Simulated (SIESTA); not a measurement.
## Ir in SIESTA: the effect of basis

Sheet: Ir, a sheet with vacuum.

```
Ir
1.0
     2.45184    0.00000    0.00000
     0.00000    2.45184    0.00000
     0.00000    0.00000   23.80000
Ir
1
Direct
  0.00000 0.00000 0.29412
```

The cell was built by a generator and needn't be a form met in nature.

Alike in all runs:

* Program: SIESTA 5.4.2
* Task: single point
* Functional: PBE
* Potentials or basis: PseudoDojo 0.4 standard (PBE files)
* Grid cutoff: 800 Ry
* Energy shift: 0.003 Ry
* k mesh: 11 × 11 × 1
* Occupations: fermi-dirac, width 0.05 eV
* Spin: no spin polarisation

```tsv
basis	work function (eV)
SZ	-2.21
SZP	4.94
DZ	?
DZP	5.99
DZDP	5.90
TZP	5.84
TZDP	5.77
```

Problem. What does the run with basis DZ give?

Solution. Work function 5.40 eV.

Caveats: the basis has no polarisation orbitals (some runs).
